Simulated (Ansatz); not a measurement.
# CH₅ClGe: small, medium and large basis sets

An exercise on one series of results from a longer session: the logs are not shown, and one member is left open.

Computed with Ansatz 0.2.0, Gaussian basis. Level: one geometry, several basis sets.

Plan: PBE0-D4/def2-SVP; ωB97M-V/def2-SVP; PBE0-D4/def2-QZVPP; ωB97M-V/def2-QZVPP; the functionals' def2-TZVPP values are taken from earlier runs.

**Structure used throughout**

An earlier PBE0-D4 in a triple-zeta def2 set relaxation fixed the geometry.

8 atoms, charge 0, spin multiplicity 1.

Atoms are counted from 1 here; the program's logs count them from 0.

Bond lengths: Cl1–C2 1.781 Å, C2–Ge3 1.966 Å, C2–H4 1.089 Å, C2–H5 1.089 Å, Ge3–H6 1.534 Å, Ge3–H7 1.534 Å, Ge3–H8 1.540 Å. Angles: Cl1–C2–Ge3 110.6°, Cl1–C2–H4 107.6°, Cl1–C2–H5 107.6°, Ge3–C2–H4 111.1°, Ge3–C2–H5 111.1°, H4–C2–H5 108.7°, C2–Ge3–H6 109.0°, C2–Ge3–H7 109.0°, C2–Ge3–H8 108.8°, H6–Ge3–H7 110.3°, H6–Ge3–H8 109.9°, H7–Ge3–H8 109.9°.

Set-up of the first run:

File in.yaml:

```yaml
crystal:
  periodic: [false, false, false]
  atoms:
    - {symbol: Cl, position_ang: [-2.198883, 0.330563, -0.379985]}
    - {symbol: C, position_ang: [-0.463809, 0.419203, -0.772490]}
    - {symbol: Ge, position_ang: [0.612070, -0.391004, 0.660306]}
    - {symbol: H, position_ang: [-0.312531, -0.100940, -1.717317]}
    - {symbol: H, position_ang: [-0.209398, 1.469641, -0.906612]}
    - {symbol: H, position_ang: [0.357079, 0.371364, 1.966755]}
    - {symbol: H, position_ang: [0.207443, -1.862423, 0.815885]}
    - {symbol: H, position_ang: [2.100230, -0.293501, 0.277659]}
basis:
  gaussian: {orbitals: def2-SVP}
hamiltonian: {xc: pbe0, dispersion: d4}
output: {orbitals: {seedname: orbitals}}
```

Command:

```
ansatz run in.yaml --threads 2 --pin off --events-out ev --progress --plain --max-ram 4352MiB
```

Steps of the session up to this table: PBE0-D4 in def2-SVP; ωB97M-V in def2-SVP; PBE0-D4 in def2-QZVPP; ωB97M-V in def2-QZVPP.

One table of the session follows, with a row left open; its other results are not shown here.

```
functional       basis  HOMO (eV)  LUMO (eV)
   PBE0-D4    def2-SVP      -7.85       0.61
   PBE0-D4  def2-TZVPP      -7.99       0.26
   PBE0-D4  def2-QZVPP      -8.02      -0.04
   ωB97M-V    def2-SVP          ?          ?
   ωB97M-V  def2-TZVPP     -10.20       2.05
   ωB97M-V  def2-QZVPP     -10.24       1.42
```

**Question.** Estimate the row for ωB97M-V, def2-SVP.

As computed: HOMO (eV): -10.03; LUMO (eV): 2.50. In the column «HOMO (eV)» it lies between ωB97M-V, def2-TZVPP (-10.20) and PBE0-D4, def2-QZVPP (-8.02).
